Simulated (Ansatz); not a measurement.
**B2PLYP/STO-3G run of PN (phosphorus nitride)**

Aim: the electronic atomisation energy of PN (phosphorus nitride) at B2PLYP/STO-3G, from 3 runs. 

The results are computed with Ansatz 0.2.0.

46 further runs of the same task are left out: 12 that didn't finish, 34 set aside as unsound or not needed.

## (1) Starting point

PN: 2 atoms, total charge 0, spin state singlet. SMILES: `N#P`. Geometry: the measured bond length.

Bond lengths: N1–P2 1.491 Å.

## (2) A single-point energy at B2PLYP/STO-3G

run.yaml

```yaml
crystal:
  periodic: [false, false, false]
  atoms:
    - {symbol: N, position_ang: [0.000000, 0.000000, 0.000000]}
    - {symbol: P, position_ang: [0.000000, 0.000000, 1.490866]}
basis:
  gaussian:
    orbitals: STO-3G
accuracy: high
hamiltonian:
  xc: {name: B2PLYP}
total_charge: 0
correlation:
  frozen_orbitals: {"N": 1, P: 5}
```

Launch:

```
$ ansatz run run.yaml --threads 1 --pin off --max-ram 2610MiB --events-out events.jsonl --progress --plain --runs-dir runs
```

Log:

```text
Warning: RAYON_NUM_THREADS=1 ignored (pool sized by the plan → 1); use --threads N
Functional definition: B2PLYP
  name "B2PLYP"
  parameter a = 0.53
  parameter c = 0.27
  exchange = (1 - a)*b88_x + a*exact_x
  correlation = (1 - c)*lyp_c + c*(mp2_os + mp2_ss)
224 factors; integrals over basis functions are off by at most 8.7e-9 eV
mean field evaluation 1: about -10639.6826 eV, gradient 4.2e1 eV
mean field evaluation 2: about -10639.6748 eV, gradient 4.2e1 eV
mean field evaluation 4: about -10645.2823 eV, gradient 2.5e0 eV
mean field evaluation 8: about -10645.3067 eV, gradient 5.6e-2 eV
mean field evaluation 16: about -10645.3067 eV, gradient 3.2e-8 eV
mean field -10645.30672794 eV, -391.2078066038 hartree, gradient 3.2e-8 eV, S^2 0.000000; 0 other end points of the search recorded, 0 dependent functions left out; unrestricted orbitals would lower it
6 core orbitals not correlated: weight in the atoms' cores, before any rotation towards them, 1.000 or more for the frozen orbitals, at most 0.000 for the correlated occupied ones
reference -10645.30673927 eV, -391.2078070200 hartree; 5, 5 occupied and 3, 3 virtual orbitals, 224 factors
second order -6.88161789 eV of doubles, -0.00000000 eV of singles
Total energy: -10647.16477610 eV, -391.2760886141 hartree
```

Run time: 0.36 s. Hardware: 1 thread of Intel Xeon 6975P-C (Granite Rapids), shared host.

## (3) The N atom at the same level

job.yaml

```yaml
basis:
  gaussian:
    orbitals: STO-3G
crystal:
  periodic: [false, false, false]
  atoms:
    - {symbol: "N", position_ang: [0.000000, 0.000000, 0.000000]}
hamiltonian:
  xc: {name: B2PLYP}
correlation:
  frozen_orbitals: {"N": 1}
accuracy: high
magnetization:
  spin_polarized: true
  initial_magnetization: 3
```

Run the same way, it converges to -53.83561 Eh (log not shown).

## (4) The P atom

job.yaml

```yaml
basis:
  gaussian:
    orbitals: STO-3G
crystal:
  periodic: [false, false, false]
  atoms:
    - {symbol: P, position_ang: [0.000000, 0.000000, 0.000000]}
hamiltonian:
  xc: {name: B2PLYP}
accuracy: high
magnetization:
  spin_polarized: true
  initial_magnetization: 3
correlation:
  frozen_orbitals: {P: 5}
```

Launch:

```
$ ansatz run job.yaml --threads 1 --pin off --max-ram 2610MiB --events-out events.jsonl --progress --plain --runs-dir runs
```

Log:

```text
Warning: RAYON_NUM_THREADS=1 ignored (pool sized by the plan → 1); use --threads N
Functional definition: B2PLYP
  name "B2PLYP"
  parameter a = 0.53
  parameter c = 0.27
  exchange = (1 - a)*b88_x + a*exact_x
  correlation = (1 - c)*lyp_c + c*(mp2_os + mp2_ss)
42 factors; integrals over basis functions are off by at most 1.9e-9 eV
mean field evaluation 1: about -9176.4421 eV, gradient 4.7e-1 eV
mean field evaluation 2: about -9176.4428 eV, gradient 4.7e-1 eV
mean field evaluation 4: about -9176.4432 eV, gradient 2.2e-5 eV
mean field evaluation 8: about -9176.4432 eV, gradient 8.0e-12 eV
mean field -9176.44320312 eV, -337.2280676981 hartree, gradient 8.0e-12 eV, S^2 3.750000; 0 other end points of the search recorded, 0 dependent functions left out
5 core orbitals not correlated: weight in the atoms' cores, before any rotation towards them, 1.000 or more for the frozen orbitals, at most 0.000 for the correlated occupied ones
reference -9176.44321346 eV, -337.2280680780 hartree; 4, 1 occupied and 0, 3 virtual orbitals, 42 factors
second order 0.00000000 eV of doubles, 0.00000000 eV of singles
Total energy: -9176.44321346 eV, -337.2280680780 hartree
```

Wall time 0.22 s (1 thread of Intel Xeon 6975P-C (Granite Rapids), shared host).

## (5) Outcome

At B2PLYP/STO-3G, 6 core orbitals frozen:

| quantity | value |
| --- | --- |
| molecule: total energy | -391.27609 Eh |
| N atom: total energy | -53.83561 Eh |
| N atom: ⟨S²⟩ | 3.750 |
| P atom: total energy | -337.22807 Eh |
| P atom: ⟨S²⟩ | 3.750 |
| electronic atomisation energy | 5.780 eV |

What this shows: Taking the molecule apart into free atoms costs 5.78 eV (133 kcal/mol), before zero-point energy and without spin-orbit coupling. In a minimal basis such a difference can be off by several eV, whatever the method. The restricted solution (molecule) is unstable to spin breaking: an unrestricted one lies lower.
